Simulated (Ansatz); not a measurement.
# BFH5PSi, SMILES BP[SiH2]F: a ladder of methods at one geometry

With the Python package of Ansatz (0.2.0).

The script reads `bfh5psi.xyz`:
```text
9

B     1.67670    0.08800   -0.21080
P     0.32770   -1.29100   -0.20120
Si   -1.35650    0.13740   -0.15060
F    -1.13110    1.24190    1.10420
H     1.85270    0.73460   -1.18340
H     2.30500    0.30760    0.76480
H     0.36480   -1.47620    1.23920
H    -2.61070   -0.59770    0.06970
H    -1.42850    0.85550   -1.43180
```

Run as a notebook:

**Cell 1**
```python
from dataclasses import dataclass
from pathlib import Path

import ansatz as az
import numpy as np


@dataclass
class Options:
    basis_set: str = "def2-SVP"
```

**Cell 2**
```python
settings = Options()
```

**Cell 3**
```python
mol = az.Crystal.molecule_from_extxyz("bfh5psi.xyz")

setup = mol.calculation().basis(gaussian=settings.basis_set)
```

**Cell 4**
```python
print("functional    E (Ha)        dipole (D)   HOMO (eV)  LUMO (eV)")
for name in ["hf", "pbe", "r2scan", "blyp", "lc_wpbe"]:
    r = setup.functional(name).forces().orbitals().run(runs_dir="runs").report
    lines = Path(r["orbitals_path"]).read_text().splitlines()
    field_of = lambda key: [line.split("=")[1].strip() for line in lines if line.startswith(key)]
    orbitals = [(27.211386 * float(e), s, float(n)) for e, s, n in zip(field_of("Ene="), field_of("Spin="), field_of("Occup="))]
    homo = max(e for e, _, n in orbitals if n > 0.5)
    lumo = min(e for e, _, n in orbitals if n < 0.5)
    dipole = 4.803205 * np.linalg.norm(r["charge_distribution"]["dipole_moment_e_ang"])
    print(f"{name:10s} {r['free_energy_ev'] / 27.211386246:14.6f} {dipole:9.3f} {homo:11.3f} {lumo:10.3f}")
```
Output:
```text
functional    E (Ha)        dipole (D)   HOMO (eV)  LUMO (eV)
hf            -756.443659     1.146     -10.460      1.520
pbe           -757.817683     0.987      -6.856     -2.990
r2scan        -758.163749     0.924      -7.138     -2.711
blyp          -758.231639     1.069      -6.634     -2.752
lc_wpbe       -758.003021     0.842     -10.561      0.187
```

Caveats:
- Total energies depend on the basis set; only differences at equal settings carry meaning.
- The geometry is a force-field or estimated start, not a minimum of this method, and the basis set is short of its limit. A lower total doesn't mark the better method: functionals have no common bound, and MP2 and coupled cluster aren't variational.
- Levels such as HOMO and LUMO are orbital energies: with these approximate functionals they aren't the ionisation energy and electron affinity, and their gap isn't the fundamental gap.
- Wall time of the script: 7.2 s on 1 thread of AMD EPYC 9R45 96-Core Processor (Zen 5), on a shared host, peak memory 0.24 GiB.

(Lines on the test bed's own set-up are left out of the output.)
